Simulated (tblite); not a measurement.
# C4H11BrO2Si: the cost of one run

Programs: tblite 0.8.0 and PySCF 2.14.0, with density-fitted response routines of our own. Each step states its level of theory. These are calculated values for one molecule in the gas phase, unless marked as measured. Atoms are numbered from 0 throughout.

## (1) Starting geometry

19 atoms, charge 0, multiplicity 1; geometry from: force field or distance geometry start.

Bonds of the start (Å): C0–C1 1.51, C1–O2 1.37, O2–C3 1.37, C3–C4 1.50, C4–Br5 1.93, C3–O6 1.40, O6–Si7 1.70, C0–H8 1.11, C0–H9 1.11, C0–H10 1.14, C1–H11 1.13, C1–H12 1.11, C3–H13 1.13, C4–H14 1.10, C4–H15 1.11, Si7–H16 1.48, Si7–H17 1.45, Si7–H18 1.48.

## (2) Optimising the geometry with GFN2-xTB

The job: settings as JSON, then the geometry in Å.

```
{"job": {"kind": "relax", "xc": "GFN2-xTB", "basis": "xTB"}, "charge": 0, "multiplicity": 1}
C     -1.841100    -0.989500     0.707500
C     -1.867600    -0.236000    -0.597600
O     -0.665900    -0.154000    -1.248500
C      0.363000     0.475900    -0.609300
C      0.982300     1.600600    -1.379700
Br     2.422900     2.368700    -0.341000
O      1.380600    -0.475600    -0.473500
Si     1.880000    -0.778100     1.122500
H     -1.372300    -0.355300     1.485600
H     -1.364900    -1.986500     0.664200
H     -2.938600    -1.117100     0.988000
H     -2.598600    -0.776700    -1.260700
H     -2.345900     0.737700    -0.381600
H      0.094600     0.831400     0.426900
H      0.297600     2.420700    -1.640500
H      1.427100     1.172900    -2.300100
H      0.833600    -1.487000     1.889200
H      2.248000     0.433500     1.831800
H      3.055500    -1.676400     1.109300
```

Run with:

```bash
$ OMP_NUM_THREADS=1 python probes_run.py task.json out
```

One launch serves the whole session: the jobs run in the order shown.

Q: Estimate the wall time and peak memory of this first job on 1 thread of Arm Neoverse V2, shared host.

About 1.6 s, with a peak of 0.18 GiB.
